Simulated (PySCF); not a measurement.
# BF4: the cost of one run

Computed with PySCF 2.14.0, with density-fitted response routines of our own, on a single molecule, in the gas phase or a continuum. Atoms count from 0, in the outputs and in this text.

**1. Starting geometry**

5 atoms, charge -1, multiplicity 1; geometry from: GFN2-xTB. The atoms were then displaced at random by about 0.01 Å, so the start is not that level's minimum.

Bonds of the start (Å): F0–B1 1.37, B1–F2 1.38, B1–F3 1.36, B1–F4 1.39.

**2. Relaxing the molecule at PBE0-D3(BJ)/def2-TZVP**

Job settings and geometry (Å):

```
{"job": {"xc": "PBE0", "basis": "def2-TZVP", "d3": "d3bj", "grid": 2, "shake": 0.01, "kind": "geom"}, "charge": -1, "multiplicity": 1}
F     -0.750930     0.712920     0.889330
B     -0.003960    -0.003950    -0.005570
F      0.860090    -0.810480     0.699170
F     -0.792450    -0.790970    -0.792580
F      0.720820     0.858510    -0.828240
```

On the command line:

```sh
> OMP_NUM_THREADS=1 python probes_run.py task.json out
```

This one command runs all jobs of the session in turn.

**Question.** How long does this first job take on 1 thread of Arm Neoverse V1, shared host, and how much memory does it need?

About 49 s, with a peak of 0.57 GiB.
